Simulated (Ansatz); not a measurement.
# CH2Ga: the cost of one run

The runs use Ansatz 0.2.0, Gaussian basis; def2-QZVPP, all electrons in the functionals.

Plan: PBE, BLYP, r2SCAN, B97M-V, PBE0, B3LYP, wB97M-V, at charge 0, quartet; charge 0, doublet; charge 0, sextet; charge 1, triplet; charge 1, quintet (not every functional at every point).

10 further runs of the same task are left out: 1 that didn't finish, 9 set aside as unsound or not needed. Runs told in other sessions of the task aren't counted.

### Step 1. The system

The geometry is a PBE0/def2-TZVP stationary point (not a proven minimum). No spin-orbit coupling is included. The filled d shell of Ga may be among the frozen orbitals whatever the setting's name suggests.

4 atoms, charge 0, spin multiplicity 4.

Atoms are counted from 1 here; the program's logs count them from 0.

Bond lengths: C1–Ga2 1.951 Å, Ga2–H3 1.561 Å, Ga2–H4 1.561 Å. Angles: C1–Ga2–H3 115.9°, C1–Ga2–H4 115.9°, H3–Ga2–H4 128.2°.

No dispersion term is added; B97M-V, wB97M-V hold VV10 nonlocal correlation. B3LYP takes the VWN-RPA correlation.

The geometry shown and the zero of energy belong to the point charge 0, quartet. The yardstick, RCCSD(T), and other wave-function levels (R restricted, U unrestricted, valence and pair active spaces) come from earlier runs.

### Step 2. PBE, charge 0, quartet

The input, in.yaml:

```yaml
crystal:
  periodic: [false, false, false]
  atoms:
    - {symbol: C, position_ang: [0.000000, 0.000000, 1.687532]}
    - {symbol: Ga, position_ang: [0.000000, 0.000000, -0.263371]}
    - {symbol: H, position_ang: [0.000000, -1.404653, -0.945221]}
    - {symbol: H, position_ang: [0.000000, 1.404653, -0.945221]}
basis:
  gaussian: {orbitals: "def2-QZVPP.json"}
magnetization: {spin_polarized: true, initial_magnetization: 3}
hamiltonian: {xc: {name: PBE}}
output: {orbitals: {seedname: orbitals}}
```

Run with:

```console
$ ansatz run in.yaml --threads 1 --pin off --events-out ev --progress --plain --max-ram 2393MiB
```

**Question.** How long does this run take on 1 thread of Arm Neoverse V1, shared host?

About 5.5 s.
